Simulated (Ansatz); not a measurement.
# CH₄FNSSi: one species, many methods

The task here is to estimate one member of a computed series from the others.

The runs use Ansatz 0.2.0, Gaussian basis; functionals in def2-TZVPP, the program's frozen cores in correlated methods.

Levels to be run: PBE-D4, r2SCAN-D4, PBE0-D4, B3LYP-D4, ωB97X-V, ωB97M-V, B2PLYP; CCSD(T)/def2-TZVPP; MP2/def2-QZVPP; extrapolation to the limit.

### The relaxed structure

All runs share one geometry, relaxed beforehand with PBE0-D4 in a triple-zeta def2 set.

SMILES `FC1N[SiH2]S1`, 9 atoms, charge 0, spin multiplicity 1.

Atoms are counted from 1 here; the program's logs count them from 0.

Bond lengths: F1–C2 1.376 Å, C2–N3 1.415 Å, C2–S5 1.848 Å, C2–H6 1.093 Å, N3–Si4 1.721 Å, N3–H7 1.006 Å, Si4–S5 2.133 Å, Si4–H8 1.485 Å, Si4–H9 1.485 Å. Angles: F1–C2–N3 112.5°, F1–C2–S5 111.0°, F1–C2–H6 105.7°, N3–C2–S5 101.5°, N3–C2–H6 115.6°, S5–C2–H6 110.8°, C2–N3–Si4 101.6°, C2–N3–H7 119.7°, Si4–N3–H7 136.1°, N3–Si4–S5 81.8°, N3–Si4–H8 115.5°, N3–Si4–H9 116.9°, S5–Si4–H8 115.4°, S5–Si4–H9 117.7°, H8–Si4–H9 108.0°, C2–S5–Si4 75.1°.

As a file:

```xyz
9
CH4FNSSi
F     0.0417    2.2175    0.4375
C     0.2183    1.0928   -0.3345
N     0.6989   -0.0074    0.4142
Si   -0.5453   -1.1682    0.1588
S    -1.4025    0.4449   -0.9421
H     0.8489    1.4054   -1.1713
H     1.6609   -0.0283    0.7061
H    -0.1582   -2.3547   -0.6463
H    -1.2740   -1.6483    1.3605
```

Set-up of the first run:

in.yaml reads:

```yaml
crystal:
  periodic: [false, false, false]
  atoms:
    - {symbol: F, position_ang: [0.041651, 2.217469, 0.437522]}
    - {symbol: C, position_ang: [0.218264, 1.092771, -0.334530]}
    - {symbol: N, position_ang: [0.698854, -0.007425, 0.414215]}
    - {symbol: Si, position_ang: [-0.545304, -1.168196, 0.158764]}
    - {symbol: S, position_ang: [-1.402535, 0.444880, -0.942091]}
    - {symbol: H, position_ang: [0.848879, 1.405359, -1.171278]}
    - {symbol: H, position_ang: [1.660861, -0.028275, 0.706138]}
    - {symbol: H, position_ang: [-0.158180, -2.354670, -0.646306]}
    - {symbol: H, position_ang: [-1.273989, -1.648312, 1.360466]}
basis:
  gaussian: {orbitals: def2-TZVPP}
hamiltonian: {xc: pbe, dispersion: d4}
output: {forces: true, orbitals: {seedname: orbitals}}
```

Launch:

```console
$ ansatz run in.yaml --threads 4 --pin off --events-out ev --progress --plain --max-ram 10444MiB
```

Steps of the session up to this table: PBE-D4 (GGA); r2SCAN-D4 (meta-GGA); PBE0-D4 (hybrid); B3LYP-D4 (hybrid); ωB97X-V (range-separated); ωB97M-V (range-separated); B2PLYP (double hybrid); CCSD(T) in def2-TZVPP; MP2 in def2-QZVPP.

One table of the session follows, with a row left open; its other results are not shown here.

| method | atomisation energy (eV) |
| --- | --- |
| PBE-D4 | ? |
| r2SCAN-D4 | 33.089 |
| PBE0-D4 | 33.145 |
| B3LYP-D4 | 32.921 |
| ωB97X-V | 33.366 |
| ωB97M-V | 33.279 |
| B2PLYP | 32.517 |
| HF/def2-TZVPP | 22.399 |
| MP2/def2-TZVPP | 32.659 |
| CCSD/def2-TZVPP | 31.189 |
| CCSD(T)/def2-TZVPP | 31.850 |
| MP2/CBS | 33.821 |
| CCSD(T)/CBS | 33.013 |

**Question.** Estimate the row for PBE-D4.

**Answer.** atomisation energy (eV): 33.974. In the column «atomisation energy (eV)» it is the highest.

To keep in mind: Free atoms (1 F, 1 C, 1 N, 1 Si, 1 S, 4 H) were run apart at each level; the atomisation energy is their sum less the molecule, without zero-point or spin-orbit terms.
